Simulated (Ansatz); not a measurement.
# ClHMoO₂S: a ladder of functionals and wavefunction methods

An exercise on one series of results from a longer session: the logs are not shown, and one member is left open.

The runs use Ansatz 0.2.0, Gaussian basis; functionals in def2-TZVPP, the program's frozen cores in correlated methods.

Levels to be run: LDA (SPW92), PBE-D4, revPBE-D4, BLYP-D4, r2SCAN-D4, B97M-V, PBE0-D4, B3LYP-D4, r2SCANh-D4, r2SCAN0-D4, HSE06-D4, BHLYP-D4, CAM-B3LYP-D4, LC-ωPBE, ωB97X-V, ωB97M-V, B2PLYP, PBE-QIDH; CCSD(T)/def2-SVP; CCSD(T)/def2-TZVPP; MP2/def2-QZVPP; extrapolation to the limit; RPA on PBE.

## Structure used throughout

All runs share one geometry, relaxed beforehand with PBE0-D4 in a triple-zeta def2 set. Mo takes the def2 core potential; no spin-orbit term is included.

SMILES `[O]=[Mo]([OH])(=[S])[Cl]`, 6 atoms, charge 0, spin multiplicity 1.

Atoms are counted from 1 here; the program's logs count them from 0.

Bond lengths: O1–Mo2 1.663 Å, Mo2–O3 1.855 Å, Mo2–S4 2.102 Å, Mo2–Cl5 2.247 Å, O3–H6 0.962 Å. Angles: O1–Mo2–O3 108.9°, O1–Mo2–S4 108.7°, O1–Mo2–Cl5 109.4°, O3–Mo2–S4 109.9°, O3–Mo2–Cl5 111.1°, S4–Mo2–Cl5 108.8°, Mo2–O3–H6 123.3°.

The first run:

The input, in.yaml:

```yaml
crystal:
  periodic: [false, false, false]
  atoms:
    - {symbol: O, position_ang: [-1.691827, -0.944648, 0.352012]}
    - {symbol: Mo, position_ang: [-0.398980, 0.015212, -0.064098]}
    - {symbol: O, position_ang: [1.089555, -0.530731, 0.898552]}
    - {symbol: S, position_ang: [-0.036399, -0.197745, -2.123354]}
    - {symbol: Cl, position_ang: [-0.895362, 2.164452, 0.366133]}
    - {symbol: H, position_ang: [1.975113, -0.570640, 0.524555]}
basis:
  gaussian: {orbitals: def2-TZVPP}
hamiltonian: {xc: lda}
output: {orbitals: {seedname: orbitals}}
```

Command:

```sh
$ ansatz run in.yaml --threads 4 --pin off --events-out ev --progress --plain --max-ram 10444MiB
```

Among the steps run: LDA; PBE-D4 (GGA); revPBE-D4 (GGA); BLYP-D4 (GGA); r2SCAN-D4 (meta-GGA); B97M-V (meta-GGA); B3LYP-D4 (hybrid); r2SCANh-D4 (hybrid); r2SCAN0-D4 (hybrid); HSE06-D4 (hybrid); BHLYP-D4 (hybrid); CAM-B3LYP-D4 (range-separated); LC-ωPBE (range-separated); ωB97X-V (range-separated); ωB97M-V (range-separated); B2PLYP (double hybrid); PBE-QIDH (double hybrid).

One table of the session follows, with a row left open; its other results are not shown here.

It belongs to the step «Frontier levels by functional». 

| functional | HOMO (eV) | LUMO (eV) | gap (eV) |
| --- | --- | --- | --- |
| LDA (SPW92) | -7.05 | -4.16 | 2.89 |
| PBE-D4 | -6.88 | -3.98 | 2.90 |
| revPBE-D4 | -6.81 | -3.91 | 2.90 |
| BLYP-D4 | -6.71 | -3.85 | 2.86 |
| r2SCAN-D4 | -7.19 | -4.00 | 3.19 |
| B97M-V | -7.23 | -3.94 | 3.30 |
| PBE0-D4 | -8.14 | -3.35 | 4.79 |
| B3LYP-D4 | -7.89 | -3.52 | 4.37 |
| r2SCANh-D4 | -7.65 | -3.75 | 3.90 |
| r2SCAN0-D4 | -8.35 | -3.37 | 4.98 |
| HSE06-D4 | -7.74 | -3.73 | 4.02 |
| BHLYP-D4 | -9.25 | -2.57 | 6.68 |
| CAM-B3LYP-D4 | -9.42 | -2.34 | 7.08 |
| LC-ωPBE | -10.74 | -1.33 | 9.41 |
| ωB97X-V | -10.40 | -1.35 | 9.05 |
| ωB97M-V | ? | ? | ? |

**Question.** Estimate the row for ωB97M-V.

As computed: HOMO (eV): -10.25; LUMO (eV): -1.35; gap (eV): 8.90. In the column «HOMO (eV)» it lies between ωB97X-V (-10.40) and CAM-B3LYP-D4 (-9.42).
